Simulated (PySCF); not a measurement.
# C₃H₅BO₄S: electronic excitations

Wanted: the electronic excitations of C₃H₅BO₄S (`O=C1C[S@@](=O)[C@H]1B(O)O`), by calculation.

The runs use PySCF 2.14.0, with density-fitted response routines of our own; the level of theory stands in each step. All values are computed, except where a source is named. Atoms count from 0, in the outputs and in this text.

**1. Starting geometry**

14 atoms, charge 0, multiplicity 1; geometry from: GFN2-xTB.

Bonds of the start (Å): O0–C1 1.20, C1–C2 1.51, C2–S3 1.87, S3–O4 1.47, S3–C5 1.86, C5–B6 1.65, B6–O7 1.32, B6–O8 1.34, C5–C1 1.49, C2–H9 1.09, C2–H10 1.09, C5–H11 1.09, O7–H12 0.97, O8–H13 0.96.

**2. TDDFT and polarisability: CAM-B3LYP/def2-SVPD**

What the job is given:

```
{"job": {"kind": "uv", "xc": "CAM-B3LYP", "basis": "def2-SVPD", "nstates": 8, "ntriplets": 3}, "charge": 0, "multiplicity": 1}
O      0.577150     2.104569     1.374656
C      0.675139     1.082108     0.752729
C      1.747218     0.019397     0.784666
S      1.226696    -0.545812    -0.915573
O      0.818020    -1.956646    -0.856086
C     -0.176215     0.528108    -0.339781
B     -1.480742    -0.274799     0.278075
O     -1.587554    -1.593784     0.213403
O     -2.443410     0.443797     0.874947
H      1.544667    -0.768321     1.506427
H      2.768239     0.375952     0.891098
H     -0.516114     1.260193    -1.071179
H     -0.842738    -2.061403    -0.202694
H     -2.311035     1.386167     0.967171
```

Level: TDDFT CAM-B3LYP/def2-SVPD, vertical, gas phase, core orbitals frozen in the response.

Launch:

```bash
$ OMP_NUM_THREADS=1 python probes_run.py task.json out
```

The driver reads the jobs from task.json and runs them one after another.

What will the session give for the following? lowest singlet (CAM-B3LYP/def2-SVPD); brightest single state of those computed; lowest triplet; surface potential, 1st and 99th percentile. Wanted: lowest singlet; brightest single state of those computed; lowest triplet; surface potential, 1st and 99th percentile.

The runs gave:

```
                                quantity                        value
    lowest singlet (CAM-B3LYP/def2-SVPD)  4.41 eV (281 nm), f = 0.001
brightest single state of those computed  state 7, 7.03 eV, f = 0.045
                          lowest triplet                      3.90 eV
   surface potential, 1st and 99th percentile           -1.44 V and 2.36 V
```

The first singlet state (HOMO−1→LUMO 0.82) lies at 4.41 eV and is weak; of the 8 states computed, the strongest absorption comes from state 7 at 7.03 eV. The lowest triplet lies 0.50 eV below the lowest singlet (triplets in Tamm-Dancoff, singlets in full TDDFT). At CAM-B3LYP/def2-SVPD, counted by nearest atom on the grid, the HOMO lies on O4 41 %; S3 27 %, the LUMO on C1 37 %; O0 23 %.
